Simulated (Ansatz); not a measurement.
# HfBF: from a guess to a relaxed structure

Where does this trial cell of HfBF go when cell and atoms are let free?

Program: Ansatz 0.2.0. Level of theory: DFT PBE, scalar-relativistic, plane waves, PAW. These are calculated values, not measurements.

**1. The structure to begin with**

The structure is tetragonal, space group P4_2/mmc (No. 131). The conventional cell has a = 3.355 Å, b = 3.355 Å, c = 6.414 Å, α = 90.00°, β = 90.00°, γ = 90.00°. Around Hf (site symmetry -4m2) lie 4 B at 2.32 Å. B (site symmetry mmm) has 2 F at 1.68 Å and 4 Hf at 2.32 Å as nearest neighbours. F (site symmetry mmm) is surrounded by 2 B at 1.68 Å.

Coordinates:

```cif
data_structure
_symmetry_space_group_name_H-M 'P 1'
_symmetry_Int_Tables_number 1
_cell_length_a 3.3547
_cell_length_b 3.3547
_cell_length_c 6.4141
_cell_angle_alpha 90.000
_cell_angle_beta 90.000
_cell_angle_gamma 90.000
_cell_volume 72.19
loop_
_atom_site_label
_atom_site_type_symbol
_atom_site_fract_x
_atom_site_fract_y
_atom_site_fract_z
_atom_site_occupancy
Hf1 Hf 0.00000 0.00000 0.75000 1
Hf2 Hf 0.00000 0.00000 0.25000 1
B1 B 0.50000 0.00000 0.50000 1
B2 B 0.00000 0.50000 0.00000 1
F1 F 0.50000 0.50000 0.00000 1
F2 F 0.50000 0.50000 0.50000 1
```

Recipe of the guess: species swapped into a database cell of TbCoC (P4_2/mmc, No. 131), with Hf on the Tb sites, F on the Co sites and B on the C sites. Lengths come from tabulated atomic sizes and are only a guess.

**2. Probe: one point on a coarse mesh**

File input.yaml:

```yaml
crystal:
  lattice:
    - [3.35471859, 0.0, 0.0]
    - [0.0, 3.35471859, 0.0]
    - [0.0, 0.0, 6.41413417]
  atoms:
    - { symbol: Hf, position: [0.0, 0.0, 0.75] }
    - { symbol: Hf, position: [0.0, 0.0, 0.25] }
    - { symbol: B, position: [0.5, 0.0, 0.5] }
    - { symbol: B, position: [0.0, 0.5, 0.0] }
    - { symbol: F, position: [0.5, 0.5, 0.0] }
    - { symbol: F, position: [0.5, 0.5, 0.5] }
basis:
  ecutwfc: 420
kpoints:
  mp_grid: { grid: [6, 6, 4] }
hamiltonian:
  xc: pbe
scf:
  occupations: { method: gaussian, width: 0.1 }
  lower_state_search: "off"
output:
  forces: true
  stress: true
  eigenvalues: true
```

Launch:

```sh
$ ansatz run input.yaml --threads 1 --pin off --max-ram 2560MiB --backend cpu --events-out ev --progress --plain --runs-dir out
```

Further runs follow: coarse relaxation; relaxation on the finer mesh.

Q: Predict the outcome of this session. Wanted: conventional cell; volume; energy over the elements; gap on the mesh.

**Answer**, as computed:

| quantity | value |
| --- | --- |
| symmetry at the end (tolerance 0.05 Å) | space group P4_2/mmc (No. 131) |
| conventional cell | a = 3.782 Å, b = 3.782 Å, c = 6.123 Å, α = 90.00°, β = 90.00°, γ = 90.00° |
| volume | 14.60 Å³/atom |
| energy over the elements (uncorrected; H, N, O, F and Cl as molecules) | -0.24 eV/atom |
| gap on the mesh | none (metal) |

What this shows: The space group P4_2/mmc (No. 131) is kept, and the volume per atom grows by 21.3 % from the first guess. A negative formation energy is needed for stability but isn't enough; other structures and compounds were not set against it here. No finished test with a distortion of lower symmetry is shown, so the end may be a saddle point. The runs treat Hf without spin-orbit coupling.
